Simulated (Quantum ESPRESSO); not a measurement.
TaAs:

```xyz
4
Lattice="-1.7218 1.7218 5.8679 1.7218 -1.7218 5.8679 1.7218 1.7218 -5.8679" Properties=species:S:1:pos:R:3 pbc="T T T"
Ta    0.0000    0.0000    5.8676
Ta    1.7218    0.0000    2.9336
As    0.0000    0.0000    0.9698
As    0.0000    1.7218    3.9037
```

The cell is a database's computed one.

Base run:

```yaml
Program: Quantum ESPRESSO 7.5
Functional: PBEsol
Potentials_or_basis: GBRV 1.5 PBEsol
Cutoff: 762 eV
Density_cutoff: 6095 eV
k_mesh: 11 × 11 × 11
Occupations: fermi-dirac, width 0.05 eV
Spin: no spin polarisation
Hubbard_terms: Ta d U = 3 eV
```

Its results: band gap on the k mesh none (metal or under the smearing width); pressure -1.4 GPa; largest force 0.023 eV/Å.

**Question.** After a change of settings the same cell gave: band gap on the k mesh none (metal or under the smearing width); pressure 0.7 GPa; largest force 0.015 eV/Å. Which change was it?
A. hubbard terms from Ta d U = 3 eV to Ta d U = 6 eV
B. hubbard terms from Ta d U = 3 eV to Ta d U = 1 eV
C. hubbard terms from Ta d U = 3 eV to none

**Answer.** A.

Caveats: U without spin polarisation on a metal has little footing; the U is typed as a test and isn't derived for this compound.
